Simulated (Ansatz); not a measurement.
**Ge: an axial (c/a) deformation path**

Aim: for Ge, look for other minima along an axial (c/a) path.

Computed with Ansatz 0.2.0 (DFT PBEsol, scalar-relativistic, plane waves, PAW, unless a step's input says otherwise).

**1. The structure to begin with**

Symmetry: Cmcm, No. 63, orthorhombic system. The conventional cell has a = 2.976 Å, b = 5.189 Å, c = 4.728 Å, α = 90.00°, β = 90.00°, γ = 90.00°. Ge (site symmetry m2m) is surrounded by 12 Ge at 2.92 to 2.99 Å.

As a file:

```cif
data_structure
_symmetry_space_group_name_H-M 'P 1'
_symmetry_Int_Tables_number 1
_cell_length_a 2.9911
_cell_length_b 2.9911
_cell_length_c 4.7276
_cell_angle_alpha 90.000
_cell_angle_beta 90.000
_cell_angle_gamma 120.332
_cell_volume 36.51
loop_
_atom_site_label
_atom_site_type_symbol
_atom_site_fract_x
_atom_site_fract_y
_atom_site_fract_z
_atom_site_occupancy
Ge1 Ge 0.66655 0.33345 0.25000 1
Ge2 Ge 0.33345 0.66655 0.75000 1
```

It goes back to an entry of the Materials Project, which need not be the stable form.

The cell is taken as given, not relaxed at this level.

**2. Zero of energy**

Reference values: F = -8506.4509 eV; pressure 0.36 GPa; largest force 0.004 eV/Å; gap on the mesh none (metal). It was computed beforehand with the settings of the runs below.

**3. Next: an axial (c/a) deformation path**

At fixed volume and fractional coordinates, lengths along (0.000, 0.000, 1.000) are scaled against those across it; ρ is that ratio over its starting value.

**4. At ρ = 0.850**

Contents of input.yaml:

```yaml
crystal:
  lattice:
    - [1.5708886528, -2.7391286946, 0.0]
    - [1.5708886528, 2.7391286946, 0.0]
    - [0.0, 0.0, 4.2421526066]
  atoms:
    - { symbol: Ge, position: [0.66655337, 0.33344663, 0.25] }
    - { symbol: Ge, position: [0.33344663, 0.66655337, 0.75] }
basis:
  ecutwfc: 420
kpoints:
  mp_grid: { grid: [20, 20, 12] }
hamiltonian:
  xc: pbesol
scf:
  occupations: { method: gaussian, width: 0.15 }
output:
  forces: true
  stress: true
  eigenvalues: true
```

On the command line:

```bash
> ansatz run input.yaml --threads 1 --pin off --max-ram 2560MiB --backend cpu --events-out ev --progress --plain --runs-dir out
```

**5. ρ = 1.200**

input.yaml, as its differences from that of step 4:

```diff
@@ -2,5 +2,5 @@
   lattice:
-    - [1.5708886528, -2.7391286946, 0.0]
-    - [1.5708886528, 2.7391286946, 0.0]
-    - [0.0, 0.0, 4.2421526066]
+    - [1.4003114153, -2.4416964068, 0.0]
+    - [1.4003114153, 2.4416964068, 0.0]
+    - [0.0, 0.0, 5.3386055621]
   atoms:
```

**6. Point ρ = 0.920**

input.yaml, as its differences from that of step 5:

```diff
@@ -2,5 +2,5 @@
   lattice:
-    - [1.4003114153, -2.4416964068, 0.0]
-    - [1.4003114153, 2.4416964068, 0.0]
-    - [0.0, 0.0, 5.3386055621]
+    - [1.529991796, -2.6678176225, 0.0]
+    - [1.529991796, 2.6678176225, 0.0]
+    - [0.0, 0.0, 4.4719700757]
   atoms:
@@ -20 +20,5 @@
   eigenvalues: true
+  write_density: true
+  write_potential: true
+  elf: true
+  volumetric_format: npy
```

**7. ρ = 1.100**

Contents of input.yaml:

```yaml
crystal:
  lattice:
    - [1.4415204776, -2.5135518656, 0.0]
    - [1.4415204776, 2.5135518656, 0.0]
    - [0.0, 0.0, 5.0377366484]
  atoms:
    - { symbol: Ge, position: [0.66655337, 0.33344663, 0.25] }
    - { symbol: Ge, position: [0.33344663, 0.66655337, 0.75] }
basis:
  ecutwfc: 420
kpoints:
  mp_grid: { grid: [20, 20, 12] }
hamiltonian:
  xc: pbesol
scf:
  occupations: { method: gaussian, width: 0.15 }
output:
  forces: true
  stress: true
  eigenvalues: true
```

**8. At ρ = 0.960**

input.yaml, as its differences from that of step 7:

```diff
@@ -2,5 +2,5 @@
   lattice:
-    - [1.4415204776, -2.5135518656, 0.0]
-    - [1.4415204776, 2.5135518656, 0.0]
-    - [0.0, 0.0, 5.0377366484]
+    - [1.508439745, -2.6302377206, 0.0]
+    - [1.508439745, 2.6302377206, 0.0]
+    - [0.0, 0.0, 4.6006708077]
   atoms:
```

**9. Point ρ = 1.050**

input.yaml, as its differences from that of step 8:

```diff
@@ -2,5 +2,5 @@
   lattice:
-    - [1.508439745, -2.6302377206, 0.0]
-    - [1.508439745, 2.6302377206, 0.0]
-    - [0.0, 0.0, 4.6006708077]
+    - [1.4640478737, -2.5528324581, 0.0]
+    - [1.4640478737, 2.5528324581, 0.0]
+    - [0.0, 0.0, 4.8838974542]
   atoms:
```

**10. At ρ = 0.800**

input.yaml, as its differences from that of step 9:

```diff
@@ -2,5 +2,5 @@
   lattice:
-    - [1.4640478737, -2.5528324581, 0.0]
-    - [1.4640478737, 2.5528324581, 0.0]
-    - [0.0, 0.0, 4.8838974542]
+    - [1.6029564211, -2.7950446528, 0.0]
+    - [1.6029564211, 2.7950446528, 0.0]
+    - [0.0, 0.0, 4.0741185482]
   atoms:
```

**11. ρ = 1.300**

input.yaml, as its differences from that of step 10:

```diff
@@ -2,5 +2,5 @@
   lattice:
-    - [1.6029564211, -2.7950446528, 0.0]
-    - [1.6029564211, 2.7950446528, 0.0]
-    - [0.0, 0.0, 4.0741185482]
+    - [1.3634438598, -2.3774111507, 0.0]
+    - [1.3634438598, 2.3774111507, 0.0]
+    - [0.0, 0.0, 5.6312210043]
   atoms:
@@ -20 +20,5 @@
   eigenvalues: true
+  write_density: true
+  write_potential: true
+  elf: true
+  volumetric_format: npy
```

(Steps that only read results are left out.)

Before running it: what results should come out? Wanted: highest point.

As calculated:

| quantity | value |
| --- | --- |
| highest point | 105.9 meV/atom at ρ = 1.300 |

In words: The undisturbed cell is not the lowest point: the energy is 3.1 meV/atom lower at ρ = 1.050; the cell was taken as given and not relaxed at this level. No further minimum shows among the sampled points.
